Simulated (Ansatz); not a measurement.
# Hf (bcc type): a single-point run

Aim: a sound single-point run of Hf (bcc type).

Computed with Ansatz 0.2.0 (DFT, PBEsol, norm-conserving pseudopotentials, Ansatz's default files, scalar-relativistic, unless a step's input says otherwise).

1 further run of the same task is left out (it didn't finish). Runs told in other sessions of the task aren't counted.

## (1) The starting structure

It takes space group Im-3m (No. 229, cubic). The conventional cell has a = 2.573 Å, b = 2.573 Å, c = 2.573 Å, α = 90.00°, β = 90.00°, γ = 90.00°. Around Hf (site symmetry m-3m) lie 8 Hf at 2.23 Å.

As a file:

```
CELL_PARAMETERS angstrom
-1.28668 1.28668 1.28668
1.28668 -1.28668 1.28668
1.28668 1.28668 -1.28668
ATOMIC_POSITIONS crystal
Hf 0.00000 0.00000 0.00000
```

## (2) The run

Input file input.yaml:

```yaml
crystal:
  lattice:
    - [-1.2866768835, 1.2866768835, 1.2866768835]
    - [1.2866768835, -1.2866768835, 1.2866768835]
    - [1.2866768835, 1.2866768835, -1.2866768835]
  atoms:
    - { symbol: Hf, position: [0.0, 0.0, 0.0] }
kpoints:
  mp_grid: { grid: [15, 15, 15] }
scf:
  occupations: { method: fermi_dirac, width: 0.08 }
  convergence: { dr2_threshold: 1.0e-16 }
  max_iter: 75
hamiltonian:
  xc: pbesol
  pseudopotentials: { kind: nc }
output:
  forces: true
  stress: true
  eigenvalues: true
```

On the command line:

```bash
ansatz run input.yaml --threads 1 --pin off --max-ram 2048MiB --backend cpu --events-out ev --progress --plain --runs-dir out
```

**Question.** How will this run end, and is anything wrong with its input?

The run converged and reported no error. It gives a pressure of 530 GPa, which is large; a structure far from rest gives such values too, whatever the setting.

Look at the input: scf.convergence.dr2_threshold is 1.0e-16. What could go wrong: threshold needlessly tight. Once met, so tight a threshold does no harm; it costs cycles.

Run again and compare: delete scf.convergence.dr2_threshold (the default then holds).
